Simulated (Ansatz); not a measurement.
This script drives Ansatz 0.2.0, Python API.

`c2h5bf2_torsion.py`
```python
import logging
import sys
import warnings

import ansatz as az
from ase import Atoms

logging.basicConfig(stream=sys.stdout, format="[%(levelname)s] %(message)s")
logger = logging.getLogger("calc")
logger.setLevel(logging.INFO)


def main() -> None:
    warnings.simplefilter("ignore", az.DeckWarning)

    atoms = Atoms(["F", "C", "B", "C", "F", "H", "H", "H", "H", "H"], positions=[
        (-0.3826, -2.2907, -0.6136),
        (0.4732, -1.273, -0.2622),
        (-0.3043, -0.1285, 0.54),
        (-0.2045, 1.3818, 0.0303),
        (-0.8932, 1.4248, -1.219),
        (1.2645, -1.7047, 0.3756),
        (0.9719, -0.8438, -1.1699),
        (-0.7802, -0.3844, 1.5588),
        (-0.8284, 2.0273, 0.7942),
        (0.7668, 1.74, -0.0312),
    ])

    first = (
        az.Crystal.molecule_from_ase(atoms).calculation()
        .basis(gaussian="6-31G*")
        .functional("hf")
        .relax(force_tolerance=0.02, max_steps=80)
    )
    atoms.positions = first.run(threads=1).report["positions_ang"]

    start = atoms.get_dihedral(1, 2, 3, 4)
    energies = {}
    for turn in range(0, 360, 40):
        turned = atoms.copy()
        turned.set_dihedral(1, 2, 3, 4, start + turn, indices=[3, 4, 8, 9])
        calculation = (
            az.Crystal.molecule_from_ase(turned).calculation()
            .basis(gaussian="6-31G*")
            .functional("hf")
        )
        energies[round((start + turn) % 360)] = calculation.run(threads=1).report["free_energy_ev"]
    floor = min(energies.values())
    logger.info("dihedral C1-B2-C3-F4 (deg)   E - E(min) (kJ/mol)")
    for angle, e in sorted(energies.items()):
        logger.info(f"{angle:8d} {96.485332 * (e - floor):14.3f}  " + "#" * int(30 * (e - floor) / max(max(energies.values()) - floor, 1e-9)))


if __name__ == "__main__":
    main()
```

It is started by `python c2h5bf2_torsion.py`. Estimate its wall time and peak memory on 1 thread of Intel(R) Xeon(R) Processor @ 2.30GHz, on a shared host.

It took about 18 s, with a peak of 0.27 GiB, for 10 runs of the engine.

```console
$ python c2h5bf2_torsion.py
[INFO] dihedral C1-B2-C3-F4 (deg)   E - E(min) (kJ/mol)
[INFO]        0          0.000
[INFO]       40         13.988  #############
[INFO]       80         31.792  ##############################
[INFO]      120         25.604  ########################
[INFO]      160         13.420  ############
[INFO]      200         13.448  ############
[INFO]      240         25.719  ########################
[INFO]      280         31.709  #############################
[INFO]      320         13.668  ############
```

The scan is rigid and the energies are electronic, in a modest basis. With rigid groups the curve can differ much from the relaxed path, the start wasn't checked as a minimum of this torsion, and equivalent turns needn't return to the same energy.
